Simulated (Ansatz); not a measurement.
**BrFH4O2Si2: a ladder of functionals and wavefunction methods**

An exercise on one series of results from a longer session: the logs are not shown, and one member is left open.

Computed with Ansatz 0.2.0, Gaussian basis. Level: functionals in def2-TZVPP, the program's frozen cores in correlated methods.

Plan: PBE-D4, r2SCAN-D4, PBE0-D4, B3LYP-D4, ωB97X-V, ωB97M-V, B2PLYP; CCSD(T)/def2-TZVPP; MP2/def2-QZVPP; extrapolation to the limit.

## The relaxed structure

An earlier PBE0-D4 in a triple-zeta def2 set relaxation fixed the geometry.

SMILES `O[Si](F)(Br)O[SiH3]`, 10 atoms, charge 0, spin multiplicity 1.

Atoms are counted from 1 here; the program's logs count them from 0.

Bond lengths: O1–Si2 1.615 Å, O1–H7 0.959 Å, Si2–F3 1.583 Å, Si2–Br4 2.188 Å, Si2–O5 1.606 Å, O5–Si6 1.648 Å, Si6–H8 1.481 Å, Si6–H9 1.483 Å, Si6–H10 1.483 Å. Angles: Si2–O1–H7 118.6°, O1–Si2–F3 110.4°, O1–Si2–Br4 107.5°, O1–Si2–O5 111.8°, F3–Si2–Br4 107.6°, F3–Si2–O5 107.8°, Br4–Si2–O5 111.6°, Si2–O5–Si6 146.5°, O5–Si6–H8 107.1°, O5–Si6–H9 109.6°, O5–Si6–H10 109.8°, H8–Si6–H9 110.2°, H8–Si6–H10 110.2°, H9–Si6–H10 109.9°.

Set-up of the first run:

File in.yaml:

```yaml
crystal:
  periodic: [false, false, false]
  atoms:
    - {symbol: O, position_ang: [-2.062061, -1.088116, 0.974114]}
    - {symbol: Si, position_ang: [-0.811207, -1.010155, -0.043763]}
    - {symbol: F, position_ang: [-1.287423, -1.291837, -1.526667]}
    - {symbol: Br, position_ang: [0.591257, -2.593846, 0.514504]}
    - {symbol: O, position_ang: [-0.110542, 0.434451, -0.019066]}
    - {symbol: Si, position_ang: [1.290830, 1.284353, -0.188012]}
    - {symbol: H, position_ang: [-2.685581, -0.359768, 0.991429]}
    - {symbol: H, position_ang: [0.959831, 2.714089, 0.013566]}
    - {symbol: H, position_ang: [2.269636, 0.836156, 0.831483]}
    - {symbol: H, position_ang: [1.845251, 1.074674, -1.547587]}
basis:
  gaussian: {orbitals: def2-TZVPP}
hamiltonian: {xc: pbe, dispersion: d4}
output: {forces: true, orbitals: {seedname: orbitals}}
```

The run is started by

```bash
ansatz run in.yaml --threads 2 --pin off --events-out ev --progress --plain --max-ram 32768MiB --backend cuda --devices 0, --max-vram 18GiB
```

Among the steps run: PBE-D4 (GGA); r2SCAN-D4 (meta-GGA); PBE0-D4 (hybrid); B3LYP-D4 (hybrid); ωB97X-V (range-separated); ωB97M-V (range-separated); B2PLYP (double hybrid); CCSD(T) in def2-TZVPP; MP2 in def2-QZVPP.

One of the session's tables, all rows but one given; the rest of the session is left out.

```
            method  atomisation energy (kcal/mol)
            PBE-D4                          908.1
         r2SCAN-D4                          909.4
           PBE0-D4                          892.7
          B3LYP-D4                          899.5
           ωB97X-V                          910.6
           ωB97M-V                          908.8
            B2PLYP                          895.1
     HF/def2-TZVPP                          667.7
    MP2/def2-TZVPP                          912.4
   CCSD/def2-TZVPP                          871.8
CCSD(T)/def2-TZVPP                              ?
           MP2/CBS                          943.4
       CCSD(T)/CBS                          916.0
```

Q: Estimate the row for CCSD(T)/def2-TZVPP from the others.

As computed: atomisation energy (kcal/mol): 885.0. In the column «atomisation energy (kcal/mol)» it lies between CCSD/def2-TZVPP (871.8) and PBE0-D4 (892.7).

To keep in mind: Free atoms (2 O, 2 Si, 1 F, 1 Br, 4 H) were run apart at each level; the atomisation energy is their sum less the molecule, without zero-point or spin-orbit terms.
